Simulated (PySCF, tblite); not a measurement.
# C₈H₁₀GeO: geometry, infrared bands and NMR shifts

Wanted: the infrared bands and NMR shifts of C₈H₁₀GeO (`[GeH3][O]C1=C[C@@H]2[C@@H]3C=C[C@H]1[C@H]23`), by calculation.

Computed with tblite 0.8.0 and PySCF 2.14.0, with density-fitted response routines of our own, on a single molecule in the gas phase. Atoms are numbered from 0 throughout.

### 1 The starting structure

20 atoms, charge 0, multiplicity 1; geometry from: force field or distance geometry start.

Bonds of the start (Å): Ge0–O1 1.80, O1–C2 1.39, C2–C3 1.31, C3–C4 1.47, C4–C5 1.49, C5–C6 1.47, C6–C7 1.31, C7–C8 1.50, C8–C9 1.47, C8–C2 1.53, C9–C4 1.50, C9–C5 1.53, Ge0–H10 1.54, Ge0–H11 1.55, Ge0–H12 1.56, C3–H13 1.09, C4–H14 1.12, C5–H15 1.15, C6–H16 1.11, C7–H17 1.09, C8–H18 1.08, C9–H19 1.08.

### 2 Relaxing the molecule with GFN2-xTB

Job settings and geometry (Å):

```
{"job": {"kind": "relax", "xc": "GFN2-xTB", "basis": "xTB"}, "charge": 0, "multiplicity": 1}
Ge     3.317200    -0.307900    -0.366400
O      1.762600     0.132300    -1.162700
C      0.596800     0.416700    -0.455100
C      0.431300     0.807600     0.786100
C     -0.979700     1.013300     1.153700
C     -1.937000    -0.114000     0.965100
C     -1.699600    -1.368500     0.236400
C     -1.073600    -1.133200    -0.892900
C     -0.806300     0.337600    -1.063500
C     -1.758700     0.943500    -0.123000
H      4.392700     0.772200    -0.601800
H      3.818800    -1.618700    -1.026500
H      3.050700    -0.508800     1.160600
H      1.266500     0.932600     1.470900
H     -1.238600     1.837500     1.874200
H     -2.918600    -0.044300     1.557100
H     -1.986400    -2.386200     0.565100
H     -0.783500    -1.872600    -1.640700
H     -0.817900     0.649900    -2.096000
H     -2.642000     1.521900    -0.343700
```

Command:

```console
> OMP_NUM_THREADS=1 python probes_run.py task.json out
```

This one command runs all jobs of the session in turn.

The log of the run:

```text
step      E/eV     max force
  0    -766.11877    3.006
  1    -766.42982    1.465
  2    -766.53161    0.929
  3    -766.59810    0.811
  4    -766.66815    0.558
  5    -766.70824    0.476
  6    -766.74636    0.384
  7    -766.77589    0.464
  8    -766.80245    0.361
  9    -766.82241    0.334
 10    -766.83545    0.227
 11    -766.84548    0.212
 12    -766.85303    0.187
 13    -766.85951    0.190
 14    -766.86663    0.187
 15    -766.87413    0.210
 16    -766.88043    0.161
 17    -766.88526    0.138
 18    -766.88954    0.134
 19    -766.89377    0.158
 20    -766.89740    0.141
 21    -766.90000    0.108
 22    -766.90219    0.098
 23    -766.90453    0.100
 24    -766.90690    0.114
 25    -766.90905    0.098
 26    -766.91102    0.100
 27    -766.91289    0.090
 28    -766.91453    0.096
 29    -766.91575    0.067
 30    -766.91671    0.076
 31    -766.91774    0.084
 32    -766.91902    0.086
 33    -766.92038    0.095
 34    -766.92159    0.075
 35    -766.92265    0.079
 36    -766.92374    0.085
 37    -766.92500    0.090
 38    -766.92652    0.099
 39    -766.92829    0.111
 40    -766.93024    0.130
 41    -766.93214    0.110
 42    -766.93371    0.081
 43    -766.93485    0.065
 44    -766.93575    0.073
 45    -766.93653    0.072
 46    -766.93718    0.055
 47    -766.93769    0.044
 48    -766.93814    0.049
 49    -766.93864    0.069
 50    -766.93920    0.073
 51    -766.93979    0.061
 52    -766.94042    0.054
 53    -766.94115    0.071
 54    -766.94205    0.072
 55    -766.94319    0.082
 56    -766.94456    0.097
 57    -766.94606    0.107
 58    -766.94746    0.097
 59    -766.94918    0.087
 60    -766.95134    0.105
 61    -766.95337    0.115
 62    -766.95602    0.126
 63    -766.95902    0.158
 64    -766.96245    0.151
 65    -766.96437    0.237
 66    -766.96886    0.173
 67    -766.97164    0.109
 68    -766.97416    0.093
 69    -766.97581    0.097
 70    -766.97742    0.098
 71    -766.97892    0.081
 72    -766.98005    0.062
 73    -766.98070    0.046
 74    -766.98106    0.038
 75    -766.98139    0.050
 76    -766.98168    0.048
 77    -766.98194    0.049
 78    -766.98218    0.040
 79    -766.98239    0.026
 80    -766.98254    0.021
 81    -766.98264    0.021
 82    -766.98272    0.020
 83    -766.98281    0.016
 84    -766.98289    0.016
 85    -766.98294    0.017
 86    -766.98298    0.020
 87    -766.98303    0.017
 88    -766.98307    0.013
 89    -766.98309    0.008
```

It took 1.4 s on 1 thread of Arm Neoverse N1, shared host.

Step by step: (not every step is listed)

| step | energy from step 0 (eV) | largest force (eV/Å) |
| --- | --- | --- |
| 0 | 0.0000 | 3.0056 |
| 1 | -0.3110 | 1.4648 |
| 2 | -0.4128 | 0.9286 |
| 3 | -0.4793 | 0.8107 |
| 4 | -0.5494 | 0.5582 |
| 5 | -0.5895 | 0.4764 |
| 6 | -0.6276 | 0.3835 |
| 7 | -0.6571 | 0.4644 |
| 8 | -0.6837 | 0.3614 |
| 15 | -0.7554 | 0.2097 |
| 22 | -0.7834 | 0.0981 |
| 29 | -0.7970 | 0.0668 |
| 36 | -0.8050 | 0.0846 |
| 43 | -0.8161 | 0.0653 |
| 50 | -0.8204 | 0.0726 |
| 57 | -0.8273 | 0.1072 |
| 64 | -0.8437 | 0.1514 |
| 71 | -0.8601 | 0.0814 |
| 78 | -0.8634 | 0.0397 |
| 84 | -0.8641 | 0.0159 |
| 85 | -0.8642 | 0.0169 |
| 86 | -0.8642 | 0.0198 |
| 87 | -0.8643 | 0.0166 |
| 88 | -0.8643 | 0.0132 |
| 89 | -0.8643 | 0.0084 |

Close pairs (by a distance rule), those that changed most:

| bond | before (Å) | after (Å) | change (Å) |
| --- | --- | --- | --- |
| C5–H15 | 1.148 | 1.080 | -0.068 |
| Ge0–H11 | 1.551 | 1.488 | -0.063 |
| C4–C5 | 1.491 | 1.553 | +0.062 |
| Ge0–H12 | 1.563 | 1.501 | -0.062 |
| C8–C9 | 1.469 | 1.527 | +0.058 |
| O1–C2 | 1.393 | 1.347 | -0.046 |
| C4–H14 | 1.125 | 1.080 | -0.045 |
| Ge0–O1 | 1.801 | 1.758 | -0.043 |

The end geometry stands in the next job.

### 3 Vibrational analysis with GFN2-xTB

Job settings and geometry (Å):

```
{"job": {"kind": "ir", "xc": "GFN2-xTB", "basis": "xTB"}, "charge": 0, "multiplicity": 1}
Ge     3.276109    -0.313179    -0.409016
O      1.677132    -0.076192    -1.101161
C      0.572624     0.333503    -0.448676
C      0.426575     0.743141     0.816681
C     -0.972717     1.079813     1.087528
C     -2.081406     0.013440     0.871860
C     -1.703973    -1.317803     0.396406
C     -1.036943    -1.238260    -0.754818
C     -0.781106     0.202819    -1.128172
C     -1.717061     0.989428    -0.212641
H      3.802131     0.999185     0.095057
H      3.994317    -0.809051    -1.614594
H      3.196602    -1.313665     0.707035
H      1.222231     0.833101     1.539225
H     -1.196318     1.835224     1.826740
H     -2.963696     0.130593     1.483766
H     -1.948740    -2.218499     0.931060
H     -0.598920    -2.050690    -1.306985
H     -0.794226     0.436434    -2.189692
H     -2.377763     1.751336    -0.592639
```

The log of the run:

```text
mode    cm-1     km/mol
  1      40.5      1.15
  2      92.1      0.76
  3     129.6      0.14
  4     188.2      1.20
  5     238.3      3.08
  6     318.6      7.71
  7     382.0      1.65
  8     491.2     46.14
  9     548.4     12.91
 10     552.8      2.01
 11     574.0     89.77
 12     607.2     89.42
 13     635.9     87.36
 14     707.9    128.43
 15     717.4     23.25
 16     746.7     77.55
 17     752.0    107.57
 18     771.7     10.17
 19     792.5    108.95
 20     799.9     69.27
 21     823.3     33.08
 22     825.0    133.56
 23     851.2      1.88
 24     871.2      3.92
 25     923.5     18.71
 26     945.5     16.67
 27     979.7      3.03
 28     994.2      1.75
 29    1017.9     13.12
 30    1025.2      1.04
 31    1046.5      1.45
 32    1059.0      1.51
 33    1105.6      0.45
 34    1120.4      6.67
 35    1148.4     34.62
 36    1200.2     31.80
 37    1216.4     68.28
 38    1232.1     23.10
 39    1259.6    113.54
 40    1296.0      7.92
 41    1327.4      0.58
 42    1367.7      3.53
 43    1628.6     25.99
 44    1660.8    132.57
 45    1947.4     86.46
 46    2006.7    496.20
 47    2099.2    365.25
 48    3008.2     35.84
 49    3063.5     13.93
 50    3071.6     51.33
 51    3080.7     68.38
 52    3089.4     57.18
 53    3117.6     19.77
 54    3133.2     45.33
```

It took 1.6 s on 1 thread of Arm Neoverse N1, shared host.

The strongest bands and the atoms that carry them (share of the mass-weighted mode):

| cm⁻¹ | km/mol | atoms |
| --- | --- | --- |
| 708 | 128.4 | C4 27 %, C3 17 %, O1 11 % |
| 752 | 107.6 | H11 29 %, H12 18 %, H13 12 %, H10 11 % |
| 792 | 109.0 | H11 45 %, H12 18 %, H10 15 % |
| 825 | 133.6 | H10 51 %, H12 42 % |
| 1260 | 113.5 | C8 28 %, C2 27 %, H18 14 % |
| 1661 | 132.6 | C2 48 %, C3 33 % |
| 2007 | 496.2 | H10 52 %, H12 47 % |
| 2099 | 365.2 | H11 91 % |

### 4 NMR shieldings: PBE0/pcSseg-1

Same as in step 3 but for these lines:

```diff
@@ -1,2 +1,2 @@
-{"job": {"kind": "ir", "xc": "GFN2-xTB", "basis": "xTB"}, "charge": 0, "multiplicity": 1}
+{"job": {"kind": "nmr", "xc": "PBE0", "basis": "pcSseg-1"}, "charge": 0, "multiplicity": 1}
 Ge     3.276109    -0.313179    -0.409016
```

Method: GIAO PBE0/pcSseg-1 NMR shielding, non-relativistic, gas phase.

The log of the run:

```text
coarse grid: 78760 points
cycle   1  E = -2461.9067194950  dE =  1.397e+00  |g| = 1.084e+00  |ddm| = 4.400e+00
cycle   2  E = -2461.7783093225  dE =  1.284e-01  |g| = 1.349e+00  |ddm| = 1.673e+00
cycle   3  E = -2462.0299869610  dE = -2.517e-01  |g| = 2.459e-01  |ddm| = 1.168e+00
cycle   4  E = -2462.0392839677  dE = -9.297e-03  |g| = 9.461e-02  |ddm| = 2.564e-01
cycle   5  E = -2462.0408307756  dE = -1.547e-03  |g| = 3.131e-02  |ddm| = 1.135e-01
cycle   6  E = -2462.0410625609  dE = -2.318e-04  |g| = 8.266e-03  |ddm| = 3.515e-02
cycle   7  E = -2462.0410767693  dE = -1.421e-05  |g| = 2.405e-03  |ddm| = 9.718e-03
cycle   8  E = -2462.0410780331  dE = -1.264e-06  |g| = 6.166e-04  |ddm| = 2.720e-03
final grid: 167632 points
cycle   9  E = -2462.0411518072  dE =  2.290e-08  |g| = 9.876e-04  |ddm| = 3.798e-03
cycle  10  E = -2462.0411513498  dE =  4.574e-07  |g| = 1.669e-03  |ddm| = 2.471e-03
cycle  11  E = -2462.0411520419  dE = -6.921e-07  |g| = 1.515e-04  |ddm| = 1.565e-03
cycle  12  E = -2462.0411520472  dE = -5.223e-09  |g| = 2.918e-05  |ddm| = 1.640e-04
cycle  13  E = -2462.0411520474  dE = -2.046e-10  |g| = 1.169e-05  |ddm| = 4.268e-05
converged SCF energy = -2462.0411520474

GIAO shielding tensors (ppm)
atom      isotropic    diamagn.    paramagn.     s11        s22        s33       span
  0 Ge    1418.277    2755.414   -1337.137   1289.407   1331.945   1633.480    344.073
  1 O      251.322     404.804    -153.482    157.666    265.611    330.689    173.022
  2 C        9.345     249.988    -240.643    -68.189      1.034     95.190    163.379
  3 C       94.434     252.769    -158.336     28.282     99.402    155.617    127.335
  4 C      150.793     247.816     -97.023    117.065    153.075    182.240     65.176
  5 C      144.533     253.741    -109.208    103.318    147.794    182.487     79.169
  6 C       57.882     248.266    -190.384    -35.831     56.315    153.163    188.994
  7 C       42.603     252.368    -209.765    -49.761     22.362    155.209    204.970
  8 C      128.544     244.406    -115.862    115.270    126.081    144.281     29.011
  9 C      138.331     250.334    -112.002     96.694    129.274    189.025     92.332
 10 H       26.725      28.058      -1.333     20.047     22.708     37.420     17.373
 11 H       27.023      28.098      -1.074     19.689     22.844     38.536     18.847
 12 H       26.932      28.415      -1.483     20.404     23.371     37.020     16.616
 13 H       27.744      32.786      -5.042     23.202     29.248     30.782      7.581
 14 H       29.107      31.221      -2.114     22.456     27.058     37.808     15.352
 15 H       29.067      31.924      -2.857     23.004     26.680     37.518     14.514
 16 H       26.315      30.248      -3.933     23.870     26.113     28.963      5.093
 17 H       25.638      31.318      -5.680     22.181     25.887     28.845      6.664
 18 H       28.641      31.728      -3.087     24.369     26.393     35.161     10.792
 19 H       28.967      32.790      -3.823     22.886     26.233     37.782     14.895
```

Wall time 1.8 min (1 thread of Arm Neoverse N1, shared host); peak memory 1.1 GiB.

Shifts follow as δ = σ(reference) − σ, with reference shieldings (ppm) from runs at the same level and on the same kind of geometry: ¹H TMS 31.72, ¹³C TMS 186.9, ¹⁷O H2O 336.1, ⁷³Ge GeMe4 1331. The references are single molecules in the gas phase, so shifts against H2O, NH3, PH3, H3PO4 or CFCl3 are not on the usual liquid scales and can be off by tens of ppm. Atoms listed in one row are averaged.

| atoms | environment | σ (ppm) | δ (ppm) |
| --- | --- | --- | --- |
| C2 | alkene carbon bearing oxygen | 9.3 | 177.6 |
| C7 | alkene CH | 42.6 | 144.3 |
| C6 | alkene CH | 57.9 | 129.0 |
| C3 | β carbon of an enol-ether or enamine type C=C | 94.4 | 92.5 |
| C8 | allylic sp3 CH | 128.5 | 58.4 |
| C9 | three-membered-ring carbon | 138.3 | 48.6 |
| C5 | three-membered-ring carbon | 144.5 | 42.4 |
| C4 | three-membered-ring carbon | 150.8 | 36.1 |
| H17 | hydrogen on an alkene CH | 25.64 | 6.08 |
| H16 | hydrogen on an alkene CH | 26.32 | 5.40 |
| H10, H11, H12 | hydrogen on a germanium bonded to O | 26.89 | 4.82 |
| H13 | hydrogen on a β carbon of an enol-ether or enamine type C=C | 27.74 | 3.97 |
| H18 | hydrogen on an allylic sp3 CH | 28.64 | 3.08 |
| H19 | hydrogen on a three-membered-ring carbon | 28.97 | 2.75 |
| H15 | hydrogen on a three-membered-ring carbon | 29.07 | 2.65 |
| H14 | hydrogen on a three-membered-ring carbon | 29.11 | 2.61 |
| Ge0 | germanium bonded to O, 3 H | 1418 | -87 |
| O1 | oxygen bonded to C, Ge | 251.3 | 84.8 |

Charges from the same density, by scheme (e):

| atoms | Mulliken | IAO | Hirshfeld | ESP fit |
| --- | --- | --- | --- | --- |
| Ge0 | 0.52 | 0.74 | 0.40 | 0.46 |
| O1 | -0.70 | -0.55 | -0.21 | -0.38 |
| C2 | 0.30 | 0.21 | 0.07 | 0.22 |
| C3 | -0.09 | -0.28 | -0.11 | -0.31 |
| C4 | -0.14 | -0.13 | -0.04 | -0.12 |
| C5 | -0.16 | -0.15 | -0.05 | 0.05 |
| C6 | 0.01 | -0.17 | -0.06 | -0.23 |
| C7 | -0.07 | -0.16 | -0.06 | -0.25 |
| C8 | -0.25 | -0.14 | -0.03 | 0.05 |
| C9 | -0.05 | -0.14 | -0.04 | -0.30 |

Mayer bond orders: Ge0–O1 0.76, O1–C2 0.96, C2–C3 1.70, C3–C4 1.05, C4–C5 0.85, C5–C6 1.05, C6–C7 1.79, C7–C8 0.99, C8–C9 1.00, C8–C2 0.99, C9–C4 0.91, C9–C5 0.90.

Ring of atoms C2, C3, C4, C8, C9: NICS(0) -8.9, NICS(1) -6.0, NICS(1)zz -6.8 ppm (means of both faces; NICS(1) differs between them: -8.6 and -3.5).

Ring of atoms C4, C5, C9: NICS(0) -42.6, NICS(1) -8.8, NICS(1)zz -20.8 ppm (means of both faces).

The two faces differ (NICS(1)zz -16.8 and -24.8 ppm).

In rings of three or four atoms NICS is ruled by the nearby σ bonds, so it says little on aromaticity.

Ring of atoms C5, C6, C7, C8, C9: NICS(0) -7.3, NICS(1) -6.2, NICS(1)zz -9.2 ppm (means of both faces; NICS(1) differs between them: -8.7 and -3.7).

### 5 Results

| quantity | value |
| --- | --- |
| strongest single infrared mode (GFN2-xTB) | 2007 cm⁻¹, 496 km/mol |
| zero-point energy (GFN2-xTB) | 92.4 kcal/mol |
| ¹³C shifts against TMS (PBE0/pcSseg-1) | 177.6, 144.3, 129.0, 92.5, 58.4, 48.6, 42.4, 36.1 ppm |
| ¹H shifts against TMS (PBE0/pcSseg-1, means over atoms taken as alike) | 6.08, 5.40, 4.82, 3.97, 3.08, 2.75, 2.65, 2.61 ppm |
| ⁷³Ge shifts against GeMe4 (PBE0/pcSseg-1) | -87 ppm |
| ¹⁷O shifts against H2O (PBE0/pcSseg-1) | 84.8 ppm |

In words: The optimisation took 89 steps and gained 0.864 eV; among the close pairs (by a distance rule), C5–H15 changed most, from 1.148 to 1.080 Å. All 54 modes are real, so the xTB geometry is a minimum. The strongest single mode, at 2007 cm⁻¹, moves mainly H10 and H12. Unscaled tight-binding wavenumbers are off by several per cent, some by more. Its intensities can rank the bands wrongly. At PBE0/pcSseg-1: The widest tensor belongs to Ge0: span 344 ppm, with a paramagnetic part of -1337 ppm. Spin-orbit coupling is left out, which matters for shieldings and couplings at and beside the heavy atoms.
